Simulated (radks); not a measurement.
# Pd in [Kr] 4d10: an all-electron calculation

The task here is to estimate one member of a computed series from the others.

The numbers are computed with radks (a radial shooting solver on a logarithmic mesh, Libxc functionals) version 1 (Dirac Kohn-Sham, LDA (Slater exchange, Perdew-Wang correlation), spin-unpolarised, spherical densities, finite nucleus), except any that are marked as measured or tabulated.

## The atom as given

| Item | Value |
| --- | --- |
| element | palladium (Z = 46) |
| charge | 0 |
| electrons | 46 |
| configuration | [Kr] 4d10 |
| nuclear rms radius | 4.5318 fm |

Outer shells as boxes (Hund's rule):

Pd
```
[Kr] core
4d [↑↓][↑↓][↑↓][↑↓][↑↓]
```

The first run:

The run's settings:

```text
Z 46
configuration [Kr] 4d10 5s0 5p0 4f0 5d0
relativity Dirac
functional lda,pw
spin unpolarised
j_filling average
nucleus finite rms 4.5318 fm
c 137.035999084
```

Run with:

```bash
$ python run_ks.py task.json out
```

All runs below come from this command, one after another.

One table of the session follows, with a row left open; its other results are not shown here.

It belongs to the step «Orbitals and density». The radial density on a logarithmic grid:

| r (bohr) | 4πr²ρ (e/bohr) |
| --- | --- |
| 0.00149 | 2.343 |
| 0.00239 | 5.249 |
| 0.00383 | 11.19 |
| 0.00609 | 21.78 |
| 0.00977 | 37.88 |
| 0.0157 | 54.19 |
| 0.0249 | 58.88 |
| 0.0399 | ? |
| 0.0640 | 59.13 |
| 0.103 | 73.64 |
| 0.163 | 52.73 |
| 0.262 | 56.53 |
| 0.420 | 40.70 |
| 0.667 | 15.61 |
| 1.07 | 15.82 |
| 1.72 | 5.715 |
| 2.75 | 1.181 |
| 4.37 | 0.1453 |

Estimate the missing values for r (bohr) = 0.0399.

Worked estimate for «4πr²ρ (e/bohr)». A straight line through the neighbours (0.0249, 58.88) and (0.0640, 59.13) gives 58.88 + (59.13 − 58.88) × (0.0399 − 0.0249) / (0.0640 − 0.0249) = 58.98; a parabola fitted to 4 rows on both sides gives 56.56.

**Answer.** 4πr²ρ (e/bohr): 51.39. In «4πr²ρ (e/bohr)» the line misses by +7.59 and the parabola by +5.17. Between these rows the values bend or scatter more than so simple an estimate can follow.
